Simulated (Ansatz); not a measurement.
# BClFH2N (built from SMILES NB(F)Cl): functionals against CCSD(T) at one geometry

A test off equilibrium: a displaced guess of a reacting structure is computed at several levels, and each is set against CCSD(T).

The runs use Ansatz 0.2.0, Gaussian basis; single points in def2-TZVPP.

Correlated methods freeze the cores.

**1. The system as given**

6 atoms, charge 0, spin multiplicity 1.

Atoms are counted from 1 here; the program's logs count them from 0.

Bond lengths: B1–N3 1.336 Å, B1–F5 1.293 Å, N3–H6 1.048 Å. Angles: N3–B1–F5 144.0°, B1–N3–H6 139.0°.

Coordinates:

```xyz
6

B     0.6744   -0.0961    0.0028
Cl    0.0365    1.8978    0.5105
N    -0.5661   -0.5526   -0.1889
H    -1.1257    0.6350    0.1531
F     1.9250   -0.4222   -0.0282
H    -1.0525   -1.4562   -0.4011
```

**2. CCSD(T)/def2-TZVPP**

File run/in.yaml:

```yaml
crystal:
  periodic: [false, false, false]
  atoms:
    - {symbol: B, position_ang: [0.674400, -0.096100, 0.002800]}
    - {symbol: Cl, position_ang: [0.036500, 1.897800, 0.510500]}
    - {symbol: N, position_ang: [-0.566100, -0.552600, -0.188900]}
    - {symbol: H, position_ang: [-1.125700, 0.635000, 0.153100]}
    - {symbol: F, position_ang: [1.925000, -0.422200, -0.028200]}
    - {symbol: H, position_ang: [-1.052500, -1.456200, -0.401100]}
basis:
  gaussian: {orbitals: def2-TZVPP}
correlation: {method: ccsd_t}
output: {forces: true}
```

Run with:

```console
$ ansatz run in.yaml --threads 4 --pin off --events-out ev --progress --plain --max-ram 5222MiB
```

Standard output (excerpt; [...] marks lines left out):

```text
Functional definition: HF
  name "HF"
  cite "Fock, Z. Phys. 61, 126 (1930) doi:10.1007/BF01340294"
  parent pbe
[...]
1013 factors; integrals over basis functions are off by at most 1.1e-3 eV
[...]
mean field -17397.92961987 eV, -639.3621207901 hartree, gradient 2.6e-6 eV, S^2 0.000000; 0 other end points of the search recorded, 0 dependent functions left out
8 core orbitals not correlated: weight in the atoms' cores, before any rotation towards them, 1.000 or more for the frozen orbitals, at most 0.000 for the correlated occupied ones
reference -17397.92961987 eV, -639.3621207901 hartree; 12, 12 occupied and 143, 143 virtual orbitals, 1013 factors
second order -20.80541093 eV of doubles, -0.00000000 eV of singles
cycle   1  -20.80985208 eV  change   -4.4e-3 eV  update   9.6e-2
[...]
cycle  10  -21.35115235 eV  change    2.3e-6 eV  update   7.6e-6
perturbative correction -0.88955309 eV, -0.0326904732 hartree
[...]
working
working
Total energy: -17420.17032531 eV, -640.1794516397 hartree
Atom 0 at     0.674400    -0.096100     0.002800 Å, force    -0.508890     1.987483     0.484057 eV/Å
Atom 1 at     0.036500     1.897800     0.510500 Å, force     1.240455    -0.749660    -0.130057 eV/Å
Atom 2 at    -0.566100    -0.552600    -0.188900 Å, force    -3.641377     0.899421     0.373690 eV/Å
Atom 3 at    -1.125700     0.635000     0.153100 Å, force     1.365981    -3.636041    -1.092322 eV/Å
Atom 4 at     1.925000    -0.422200    -0.028200 Å, force     0.428132     0.052995     0.038029 eV/Å
Atom 5 at    -1.052500    -1.456200    -0.401100 Å, force     1.115699     1.445803     0.326603 eV/Å
Dipole moment:    -0.237628    -0.456869    -0.107653 e Å
```

Wall time 2.7 min (4 threads of Arm Neoverse N1, shared host); peak memory 2.4 GiB.

**3. PBE0-D4/def2-TZVPP**

run/in.yaml: that of step 2 with these lines changed.

```diff
@@ -11,3 +11,3 @@
   gaussian: {orbitals: def2-TZVPP}
-correlation: {method: ccsd_t}
-output: {forces: true}
+hamiltonian: {xc: pbe0, dispersion: d4}
+output: {forces: true, orbitals: {seedname: orbitals}}
```

Run with:

```console
$ ansatz run in.yaml --threads 4 --pin off --events-out ev --progress --plain --max-ram 5222MiB
```

Standard output (excerpt; [...] marks lines left out):

```text
Functional definition: PBE0
  name "PBE0"
  cite "Adamo & Barone, J. Chem. Phys. 110, 6158 (1999) doi:10.1063/1.478522"
  cite "Perdew, Burke & Ernzerhof, Phys. Rev. Lett. 77, 3865 (1996) doi:10.1103/PhysRevLett.77.3865"
[... 1 set-up line as earlier in the session ...]
[...]
923 factors; their error is unknown
[...]
mean field -17432.93808541 eV, -640.6486581688 hartree, gradient 5.0e-5 eV, S^2 0.000000; 0 other end points of the search recorded, 0 dependent functions left out
[...]
reference -17432.93811167 eV, -640.6486591340 hartree; 20, 20 occupied and 143, 143 virtual orbitals, 923 factors
Total energy: -17433.02369592 eV, -640.6518042973 hartree
Atom 0 at     0.674400    -0.096100     0.002800 Å, force    -0.682458     1.633985     0.371976 eV/Å
Atom 1 at     0.036500     1.897800     0.510500 Å, force     1.131337    -0.802827    -0.146289 eV/Å
Atom 2 at    -0.566100    -0.552600    -0.188900 Å, force    -3.156402     1.000618     0.427881 eV/Å
Atom 3 at    -1.125700     0.635000     0.153100 Å, force     1.427165    -3.463013    -1.042316 eV/Å
Atom 4 at     1.925000    -0.422200    -0.028200 Å, force     0.143747     0.154373     0.054729 eV/Å
Atom 5 at    -1.052500    -1.456200    -0.401100 Å, force     1.136612     1.476865     0.334018 eV/Å
Dipole moment:    -0.230086    -0.447833    -0.104705 e Å
```

It took 2.2 s on 4 threads of Arm Neoverse N1, shared host; peak memory 0.31 GiB.

**4. wB97M-V/def2-TZVPP**

run/in.yaml: that of step 3 with these lines changed.

```diff
@@ -11,3 +11,3 @@
   gaussian: {orbitals: def2-TZVPP}
-hamiltonian: {xc: pbe0, dispersion: d4}
-output: {forces: true, orbitals: {seedname: orbitals}}
+hamiltonian: {xc: {name: wB97M-V}}
+output: {forces: true}
```

Run with:

```console
$ ansatz run in.yaml --threads 4 --pin off --events-out ev --progress --plain --max-ram 5222MiB
```

Standard output (excerpt; [...] marks lines left out):

```text
Functional definition: wB97M-V
  name "wB97M-V"
  cite "Mardirossian & Head-Gordon, J. Chem. Phys. 144, 214110 (2016) doi:10.1063/1.4952647"
  cite "Becke, J. Chem. Phys. 107, 8554 (1997) doi:10.1063/1.475007"
  cite "Vydrov & Van Voorhis, J. Chem. Phys. 133, 244103 (2010) doi:10.1063/1.3521275"
  # Of w^i u^j: cxij and so on, Table III.
[...]
  gx(w, u) = 1 - cx + cx01*u + cx10*w
  gss(w, u) = css00 + css04*u^4 + css10*w + css20*w^2 + css43*w^4*u^3
  gos(w, u) = cos00 + cos10*w + (cos20 + cos21*u)*w^2 + (cos60 + cos61*u)*w^6
[...]
      + integral(e_c_pw_mod_opposite_spin*gos(b97_w_opposite, b97_u_opposite)) + vv10(b, c)
908 factors; their error is unknown
186 factors; integrals over basis functions are off by at most 3.3e-5 eV
[...]
mean field -17440.21881048 eV, -640.9162198801 hartree, gradient 6.7e-5 eV, S^2 0.000000; 0 other end points of the search recorded, 0 dependent functions left out
[...]
reference -17440.21885125 eV, -640.9162213784 hartree; 20, 20 occupied and 143, 143 virtual orbitals, 908 factors
Total energy: -17440.21885125 eV, -640.9162213784 hartree
Atom 0 at     0.674400    -0.096100     0.002800 Å, force    -0.855820     1.627553     0.358921 eV/Å
Atom 1 at     0.036500     1.897800     0.510500 Å, force     1.206507    -0.666614    -0.107993 eV/Å
Atom 2 at    -0.566100    -0.552600    -0.188900 Å, force    -3.227640     1.006128     0.430636 eV/Å
Atom 3 at    -1.125700     0.635000     0.153100 Å, force     1.357334    -3.575522    -1.075065 eV/Å
Atom 4 at     1.925000    -0.422200    -0.028200 Å, force     0.374100     0.119436     0.057312 eV/Å
Atom 5 at    -1.052500    -1.456200    -0.401100 Å, force     1.145518     1.489019     0.336190 eV/Å
Dipole moment:    -0.227770    -0.459903    -0.107160 e Å
```

Wall time 6 s (4 threads of Arm Neoverse N1, shared host); peak memory 0.39 GiB.

**5. r2SCAN-D4/def2-TZVPP**

run/in.yaml: that of step 4 with these lines changed.

```diff
@@ -11,3 +11,3 @@
   gaussian: {orbitals: def2-TZVPP}
-hamiltonian: {xc: {name: wB97M-V}}
+hamiltonian: {xc: r2scan, dispersion: d4}
 output: {forces: true}
```

Run with:

```console
$ ansatz run in.yaml --threads 4 --pin off --events-out ev --progress --plain --max-ram 5222MiB
```

Standard output (excerpt; [...] marks lines left out):

```text
Functional definition: r2SCAN
  name "r2SCAN"
  cite "Furness, Kaplan, Ning, Perdew & Sun, J. Phys. Chem. Lett. 11, 8208 (2020) doi:10.1021/acs.jpclett.0c02405"
  cite "Furness, Kaplan, Ning, Perdew & Sun, J. Phys. Chem. Lett. 11, 9248 (2020) doi:10.1021/acs.jpclett.0c03077"
  parent r2scan
[...]
892 factors; their error is unknown
[...]
mean field -17439.20392404 eV, -640.8789234913 hartree, gradient 1.6e-5 eV, S^2 0.000000; 0 other end points of the search recorded, 0 dependent functions left out
[...]
reference -17439.20393399 eV, -640.8789238571 hartree; 20, 20 occupied and 143, 143 virtual orbitals, 892 factors
Total energy: -17439.22766051 eV, -640.8797957905 hartree
Atom 0 at     0.674400    -0.096100     0.002800 Å, force    -0.672042     1.566838     0.362917 eV/Å
Atom 1 at     0.036500     1.897800     0.510500 Å, force     1.102977    -0.657563    -0.108697 eV/Å
Atom 2 at    -0.566100    -0.552600    -0.188900 Å, force    -3.168483     0.837113     0.362478 eV/Å
Atom 3 at    -1.125700     0.635000     0.153100 Å, force     1.337737    -3.273165    -0.987513 eV/Å
Atom 4 at     1.925000    -0.422200    -0.028200 Å, force     0.290912     0.129008     0.051920 eV/Å
Atom 5 at    -1.052500    -1.456200    -0.401100 Å, force     1.108899     1.397769     0.318895 eV/Å
Dipole moment:    -0.214488    -0.447353    -0.104489 e Å
```

Wall time 3.4 s (4 threads of Arm Neoverse N1, shared host); peak memory 0.19 GiB.

**6. PBE-D4/def2-TZVPP**

run/in.yaml: that of step 5 with these lines changed.

```diff
@@ -11,3 +11,3 @@
   gaussian: {orbitals: def2-TZVPP}
-hamiltonian: {xc: r2scan, dispersion: d4}
+hamiltonian: {xc: pbe, dispersion: d4}
 output: {forces: true}
```

Run with:

```console
$ ansatz run in.yaml --threads 4 --pin off --events-out ev --progress --plain --max-ram 5222MiB
```

Standard output (excerpt; [...] marks lines left out):

```text
Functional definition: PBE
  name "PBE"
[... 2 set-up lines as earlier in the session ...]
[...]
892 factors; their error is unknown
[...]
mean field -17431.97941962 eV, -640.6134278508 hartree, gradient 2.1e-5 eV, S^2 0.000000; 0 other end points of the search recorded, 0 dependent functions left out
[...]
reference -17431.97945546 eV, -640.6134291680 hartree; 20, 20 occupied and 143, 143 virtual orbitals, 892 factors
Total energy: -17432.08255312 eV, -640.6172179372 hartree
Atom 0 at     0.674400    -0.096100     0.002800 Å, force    -0.758723     1.799033     0.423948 eV/Å
Atom 1 at     0.036500     1.897800     0.510500 Å, force     1.040800    -0.569799    -0.088574 eV/Å
Atom 2 at    -0.566100    -0.552600    -0.188900 Å, force    -3.259058     0.757647     0.311238 eV/Å
Atom 3 at    -1.125700     0.635000     0.153100 Å, force     1.237121    -3.063619    -0.926387 eV/Å
Atom 4 at     1.925000    -0.422200    -0.028200 Å, force     0.817360    -0.044593     0.028992 eV/Å
Atom 5 at    -1.052500    -1.456200    -0.401100 Å, force     0.922499     1.121332     0.250783 eV/Å
Dipole moment:    -0.214320    -0.428344    -0.100508 e Å
```

It took 1.6 s on 4 threads of Arm Neoverse N1, shared host; peak memory 0.17 GiB.

**7. LC-wPBE/def2-TZVPP**

run/in.yaml: that of step 6 with these lines changed.

```diff
@@ -11,3 +11,3 @@
   gaussian: {orbitals: def2-TZVPP}
-hamiltonian: {xc: pbe, dispersion: d4}
+hamiltonian: {xc: {name: LC-wPBE}}
 output: {forces: true}
```

Run with:

```console
$ ansatz run in.yaml --threads 4 --pin off --events-out ev --progress --plain --max-ram 5222MiB
```

Standard output (excerpt; [...] marks lines left out):

```text
Functional definition: LC-wPBE
  name "LC-wPBE"
  cite "Vydrov & Scuseria, J. Chem. Phys. 125, 234109 (2006) doi:10.1063/1.2409292"
  cite "Heyd & Scuseria, J. Chem. Phys. 120, 7274 (2004) doi:10.1063/1.1668634"
  cite "Ernzerhof & Perdew, J. Chem. Phys. 109, 3313 (1998) doi:10.1063/1.476928"
[... 2 set-up lines as earlier in the session ...]
[...]
892 factors; their error is unknown
248 factors; integrals over basis functions are off by at most 3.8e-5 eV
[...]
mean field -17435.77591418 eV, -640.7529464529 hartree, gradient 2.3e-5 eV, S^2 0.000000; 0 other end points of the search recorded, 0 dependent functions left out
[...]
reference -17435.77591419 eV, -640.7529464531 hartree; 20, 20 occupied and 143, 143 virtual orbitals, 892 factors
Total energy: -17435.77591419 eV, -640.7529464531 hartree
Atom 0 at     0.674400    -0.096100     0.002800 Å, force    -0.959034     1.849601     0.403951 eV/Å
Atom 1 at     0.036500     1.897800     0.510500 Å, force     1.236932    -0.951759    -0.179954 eV/Å
Atom 2 at    -0.566100    -0.552600    -0.188900 Å, force    -3.212128     1.155220     0.497406 eV/Å
Atom 3 at    -1.125700     0.635000     0.153100 Å, force     1.513808    -3.716198    -1.119340 eV/Å
Atom 4 at     1.925000    -0.422200    -0.028200 Å, force     0.264128     0.130665     0.057289 eV/Å
Atom 5 at    -1.052500    -1.456200    -0.401100 Å, force     1.156295     1.532471     0.340648 eV/Å
Dipole moment:    -0.229943    -0.472480    -0.110053 e Å
```

Run time: 1.9 s. Hardware: 4 threads of Arm Neoverse N1, shared host; peak memory 0.2 GiB.

**8. SPW92/def2-TZVPP**

run/in.yaml: that of step 7 with these lines changed.

```diff
@@ -11,3 +11,3 @@
   gaussian: {orbitals: def2-TZVPP}
-hamiltonian: {xc: {name: LC-wPBE}}
+hamiltonian: {xc: lda}
 output: {forces: true}
```

Run with:

```console
$ ansatz run in.yaml --threads 4 --pin off --events-out ev --progress --plain --max-ram 5222MiB
```

Standard output (excerpt; [...] marks lines left out):

```text
Functional definition: SPW92
  name "SPW92"
  cite "Dirac, Proc. Camb. Phil. Soc. 26, 376 (1930) doi:10.1017/S0305004100016108"
  cite "Slater, Phys. Rev. 81, 385 (1951) doi:10.1103/PhysRev.81.385"
  cite "Perdew & Wang, Phys. Rev. B 45, 13244 (1992) doi:10.1103/PhysRevB.45.13244"
[...]
892 factors; their error is unknown
[...]
mean field -17365.14816758 eV, -638.1574246386 hartree, gradient 1.7e-5 eV, S^2 0.000000; 0 other end points of the search recorded, 0 dependent functions left out
[...]
reference -17365.14820092 eV, -638.1574258638 hartree; 20, 20 occupied and 143, 143 virtual orbitals, 892 factors
Total energy: -17365.14820092 eV, -638.1574258638 hartree
Atom 0 at     0.674400    -0.096100     0.002800 Å, force    -0.657845     1.694196     0.389161 eV/Å
Atom 1 at     0.036500     1.897800     0.510500 Å, force     1.038613    -0.917204    -0.179742 eV/Å
Atom 2 at    -0.566100    -0.552600    -0.188900 Å, force    -2.681709     1.053479     0.429308 eV/Å
Atom 3 at    -1.125700     0.635000     0.153100 Å, force     1.315157    -2.987470    -0.907159 eV/Å
Atom 4 at     1.925000    -0.422200    -0.028200 Å, force     0.124970     0.130004     0.045668 eV/Å
Atom 5 at    -1.052500    -1.456200    -0.401100 Å, force     0.860814     1.026994     0.222764 eV/Å
Dipole moment:    -0.231004    -0.426486    -0.099909 e Å
```

It took 1.1 s on 4 threads of Arm Neoverse N1, shared host; peak memory 0.17 GiB.

**9. Comparison**

| method | RMS force component (eV/Å) | RMS error against CCSD(T) (eV/Å) | angle to CCSD(T) forces (°) | dipole (D) |
| --- | --- | --- | --- | --- |
| CCSD(T) | 1.503 | reference | reference | 2.53 |
| PBE0-D4 | 1.397 | 0.176 | 5.6 | 2.47 |
| wB97M-V | 1.426 | 0.162 | 5.6 | 2.52 |
| r2SCAN-D4 | 1.342 | 0.189 | 4.0 | 2.44 |
| PBE-D4 | 1.319 | 0.239 | 6.2 | 2.35 |
| LC-wPBE | 1.493 | 0.184 | 7.0 | 2.58 |
| SPW92 | 1.230 | 0.329 | 7.7 | 2.38 |

Energy less the free neutral atoms in their ground states at the same level (atoms from separate runs):

Differences are taken before rounding.

| method | rung | energy less atoms (kcal/mol) | from CCSD(T) (kcal/mol) |
| --- | --- | --- | --- |
| SPW92 | LDA | -608.2 | -121.1 |
| PBE-D4 | GGA | -532.3 | -45.1 |
| r2SCAN-D4 | meta-GGA | -513.1 | -25.9 |
| PBE0-D4 | hybrid | -510.8 | -23.7 |
| LC-wPBE | range-separated hybrid | -505.3 | -18.2 |
| wB97M-V | range-separated hybrid | -511.6 | -24.5 |
| Hartree-Fock | wavefunction | -338.1 | +149.0 |
| MP2 | wavefunction | -507.5 | -20.4 |
| CCSD | wavefunction | -474.6 | +12.5 |
| CCSD(T) | wavefunction | -487.1 | 0 |

Cost and force error (times from a shared host):

| method | time | RMS force error (eV/Å) |
| --- | --- | --- |
| CCSD(T) | 2.7 min | 0 |
| PBE0-D4 | 2.2 s | 0.176 |
| wB97M-V | 6 s | 0.162 |
| r2SCAN-D4 | 3.4 s | 0.189 |
| PBE-D4 | 1.6 s | 0.239 |
| LC-wPBE | 1.9 s | 0.184 |
| SPW92 | 1.1 s | 0.329 |

**10. Outcome**

| quantity | value |
| --- | --- |
| energy less free atoms, CCSD(T)/def2-TZVPP | -487.1 kcal/mol |
| RMS force component | 1.230 to 1.503 eV/Å over the methods |
| RMS force error | PBE0-D4 0.176, wB97M-V 0.162, r2SCAN-D4 0.189, PBE-D4 0.239, LC-wPBE 0.184, SPW92 0.329 eV/Å |
| HOMO and LUMO, PBE0-D4 | -8.41 and -0.29 eV |
| T1 diagnostic | 0.013 |

What this shows: Against CCSD(T) the functionals' energies less atoms differ by -121.1 to -18.2 kcal/mol, PBE-D4 by -45.1 kcal/mol. The reference is not at the basis limit: in triple zeta CCSD(T) underbinds, which counts against methods that bind more; the gaps are no ranking. The forces of wB97M-V come nearest to CCSD(T), those of SPW92 are farthest. Frozen-core CCSD(T) forces in triple zeta carry basis errors of their own, and this is one geometry, so small gaps rank nothing.
